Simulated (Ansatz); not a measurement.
**AlO2: density of states with PBEsol**

Crystal: AlO2.

```
CELL_PARAMETERS angstrom
1.48816 -5.40283 0.00000
1.48816 5.40283 0.00000
0.00000 0.00000 3.64661
ATOMIC_POSITIONS crystal
Al 0.66813 0.33187 0.75000
Al 0.33187 0.66813 0.25000
O 0.06107 0.93893 0.75000
O 0.93893 0.06107 0.25000
O 0.29418 0.70582 0.75000
O 0.70582 0.29418 0.25000
```

The cell comes from a database or a generator and needn't be the stable form of this composition.

- Program: Ansatz 0.2.0
- Task: density of states
- Functional: PBEsol
- Potentials or basis: Ansatz PAW
- Cutoff: 420 eV (not typed: the program's choice for these potentials)
- k mesh: 8 × 8 × 6
- Occupations: fermi-dirac, width 0.05 eV
- Spin: no spin polarisation

```yaml
Pressure: -5.9 GPa
Largest_force: 0.697 eV/Å
Band_gap_on_the_k_mesh: none (metal or under the smearing width)
Density_of_states_at_the_Fermi_level: 5.16 states/eV per cell
```

Forces on the atoms (eV/Å):
```
Al   0.000  0.170  0.000
Al   0.000 -0.170  0.000
O    0.000  0.697  0.000
O    0.000 -0.697  0.000
O    0.000  0.002  0.000
O    0.000 -0.002  0.000
```

Stress tensor (GPa, compression positive):
```
-6.38  0.00  0.00
 0.00 -6.68  0.00
 0.00  0.00 -4.64
```

Levels at points of the mesh, in eV from the Fermi level:
| k point | band 13 | band 14 | band 15 | band 16 | band 17 | band 18 |
| --- | --- | --- | --- | --- | --- | --- |
| (0.00, 0.00, 0.00) | -1.29 | -0.46 | 0.06 | 0.12 | 5.83 | 8.35 |
| (0.00, 0.00, -0.50) | -1.03 | -1.03 | -0.19 | -0.19 | 8.61 | 8.61 |
| (0.00, -0.50, 0.00) | -1.79 | -1.07 | -0.52 | -0.04 | 9.84 | 9.98 |
| (0.00, -0.50, -0.50) | -1.27 | -1.27 | 0.20 | 0.20 | 10.10 | 10.10 |
| (-0.50, -0.50, 0.00) | -1.51 | -1.49 | -0.46 | 0.01 | 7.29 | 7.54 |
| (-0.50, -0.50, -0.50) | -1.66 | -1.66 | 0.38 | 0.38 | 8.80 | 8.80 |

States per cell in windows of 1 eV (zero at the Fermi level; states under -8 eV left out):
| from (eV) | total |
| --- | --- |
| -8.0 | 0.00 |
| -7.0 | 1.67 |
| -6.0 | 1.73 |
| -5.0 | 3.23 |
| -4.0 | 3.62 |
| -3.0 | 4.41 |
| -2.0 | 5.18 |
| -1.0 | 2.30 |
| 0.0 | 1.87 |
| 1.0 | 0.00 |
| 2.0 | 0.00 |
| 3.0 | 0.00 |
| 4.0 | 0.00 |
| 5.0 | 0.00 |
| 6.0 | 0.14 |
| 7.0 | 0.37 |

It took 7.7 s on 2 threads of Arm Neoverse V1, on a shared host, peak memory 0.41 GiB.

Caveat: the pressure holds a Pulay correction of +0.9 GPa for the finite cutoff; the PAW data sets come from PBE, with cores solved anew for the run's functional, which leaves a small shift of forces and pressure.
